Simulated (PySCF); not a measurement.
**transoidal Hexafluoroacetone imine (C₃HF₆N): geometry, NMR shifts, spin-spin couplings and electronic excitations**

What NMR shifts, spin-spin couplings and electronic excitations should transoidal Hexafluoroacetone imine (C₃HF₆N) (`N=C(C(F)(F)F)C(F)(F)F`) show?

Computed with PySCF 2.14.0, with density-fitted response routines of our own, on a single molecule in the gas phase. Atoms are numbered from 0 throughout.

## 1. The starting structure

11 atoms, charge 0, multiplicity 1; geometry from: GFN2-xTB.

Bonds of the start (Å): N0–C1 1.24, C1–C2 1.53, C2–F3 1.33, C2–F4 1.34, C2–F5 1.34, C1–C6 1.54, C6–F7 1.33, C6–F8 1.34, C6–F9 1.33, N0–H10 1.02.

## 2. Relaxing the molecule at PBE0-D3(BJ)/def2-SVP

Job settings and geometry (Å):

```
{"job": {"xc": "PBE0", "basis": "def2-SVP", "d3": "d3bj", "grid": 1, "kind": "geom"}, "charge": 0, "multiplicity": 1}
N     -0.043455     1.452933    -0.908015
C      0.021515     0.397386    -0.256218
C      1.384392    -0.258886    -0.037420
F      2.354706     0.413211    -0.640074
F      1.682603    -0.323684     1.263508
F      1.400471    -1.507925    -0.511121
C     -1.167908    -0.346272     0.381029
F     -1.327680    -1.567822    -0.127854
F     -2.297112     0.334910     0.146857
F     -1.040239    -0.464866     1.702171
H     -0.961870     1.873685    -1.038826
```

**Question.** This job is followed by: GIAO PBE0/pcSseg-1 NMR shielding, non-relativistic, gas phase; B3LYP/pcJ-1 indirect spin-spin coupling, non-relativistic, gas phase; TDDFT B3LYP/def2-SVPD, vertical, gas phase, core orbitals frozen in the response; GIAO wB97X-D/pcSseg-1 NMR shielding, non-relativistic, gas phase. Predict these results of the whole session: point group; rotational constants (main isotopes); 13C shifts against TMS (PBE0/pcSseg-1); 1H shifts against TMS (PBE0/pcSseg-1); 15N shifts against NH3 (PBE0/pcSseg-1); 19F shifts against CFCl3 (PBE0/pcSseg-1, means over atoms taken as alike); largest coupling of the table (B3LYP/pcJ-1); lowest singlet (B3LYP/def2-SVPD); brightest single state of those computed; lowest triplet; vertical ionisation energy (ΔSCF); vertical electron affinity (ΔSCF); range of the shift of F7.

**Answer**, as computed:

| quantity | value |
| --- | --- |
| point group | C1 |
| rotational constants (main isotopes) | 2.18, 1.05, 0.94 GHz |
| 13C shifts against TMS (PBE0/pcSseg-1) | 164.3, 123.4, 121.0 ppm |
| 1H shifts against TMS (PBE0/pcSseg-1) | 11.96 ppm |
| 15N shifts against NH3 (PBE0/pcSseg-1) | 371.5 ppm |
| 19F shifts against CFCl3 (PBE0/pcSseg-1, means over atoms taken as alike) | -82.9, -86.2 ppm |
| largest coupling of the table (B3LYP/pcJ-1) | 1J(C,F) C6–F7, -347.9 Hz |
| lowest singlet (B3LYP/def2-SVPD) | 5.01 eV (247 nm), f = 0.002 |
| brightest single state of those computed | state 4, 8.42 eV, f = 0.189 |
| lowest triplet | 4.08 eV |
| vertical ionisation energy (ΔSCF) | 11.74 eV |
| vertical electron affinity (ΔSCF) | 0.08 eV |
| range of the shift of F7 | -86.2 to -78.9 ppm |

In words: The optimisation took 6 steps and gained 0.067 eV; among the close pairs (by a distance rule), N0–C1 changed most, from 1.242 to 1.257 Å. At PBE0/pcSseg-1: Shielding is most anisotropic at N0 (span 734 ppm, paramagnetic term -426 ppm). Of the pairs tabulated at B3LYP/pcJ-1, C6–F7 (mean over like pairs) couples most strongly (-347.9 Hz; Fermi contact -320.4 Hz). Density functionals describe couplings to fluorine poorly, F–F couplings above all, so those rows are rough. The first singlet state (HOMO→LUMO 0.99) lies at 5.01 eV and is weak; of the 10 states computed, the strongest absorption comes from state 4 at 8.42 eV. The lowest triplet lies 0.93 eV below the lowest singlet (triplets in Tamm-Dancoff, singlets in full TDDFT). The orbital energy would give 9.16 eV for ionisation, ΔSCF gives 11.74 eV. In ppm, F7 (with its like atoms) moves most: its shift spreads over 7.3 ppm, from -86.2 (PBE0/pcSseg-1) to -78.9 (wB97X-D/pcSseg-1).
